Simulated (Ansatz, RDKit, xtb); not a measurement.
# C3H10ClFSi2: which of the isomers drawn lies lowest?

A sample of isomers of C3H10ClFSi2 is drawn. Aim: find which of them has the lowest free energy at 298.15 K, then its properties. The sample is small against all isomers, and the most stable one of this formula need not be in it.

Plan: many cheap relaxations first (GFN2-xTB), then density-functional screening, relaxation at B3LYP/def2-SVP, vibrations (at GFN2-xTB) and a final energy. The numbers are computed, not measured.

### Step 1. Drawing up candidates

Isomers were taken from a list of plausible structures; this is a sample, not all of them. That gives 7 candidates.

```csv
label,SMILES,spin
c033,C[SiH2]C[C@](F)([SiH3])Cl,singlet
c350,C[SiH2][C@H](F)[SiH2]CCl,singlet
c427,CC[SiH2][C@H](Cl)[SiH2]F,singlet
c441,CC[Si@@H](Cl)[C@@H](F)[SiH3],singlet
c612,C[C@@H]([SiH2]F)[SiH2]CCl,singlet
c767,C[C@@H]([SiH3])[Si@@H](F)CCl,singlet
c829,F[C@@H](C[SiH3])[SiH2]CCl,singlet
```

Candidates are built by distance geometry, with a force field where one applies, in up to four conformers (letters a to d).

Q: Predict the outcome of this search (final energies at CCSD(T)/def2-SVP + MP2/def2-TZVPP - MP2/def2-SVP).

| quantity | value |
| --- | --- |
| lowest structure found | C[C@@H]([SiH3])[Si@@H](F)CCl, singlet |
| next finalist | CC[SiH2][C@H](Cl)[SiH2]F, singlet, 1.7 kcal/mol higher in G |
| share at equilibrium, among the finalists | 91.0 % |

`C[C@@H]([SiH3])[Si@@H](F)CCl` comes out lowest. The margin, 1.7 kcal/mol, is modest. r2SCAN-D4/def2-SVP, B3LYP/def2-SVP, HF/def2-SVP and MP2/def2-SVP already put its bonding pattern lowest among the structures in one piece; GFN2-xTB favours the singlet CC[SiH2][C@H](Cl)[SiH2]F (c427d, not a finalist); HF/STO-3G favours the singlet CC[Si@@H](Cl)[C@@H](F)[SiH3] (c441b, not a finalist). 8 minima inside the window were never screened. The search is not exhaustive (a finite list of starts, one conformer a finalist), so a lower isomer can't be ruled out. Only 7 drawn patterns were tried, so whole families of isomers are missing, and the result ranks this sample alone. The lowest isomer need not be the one that is made and kept in a bottle, which depends on barriers.
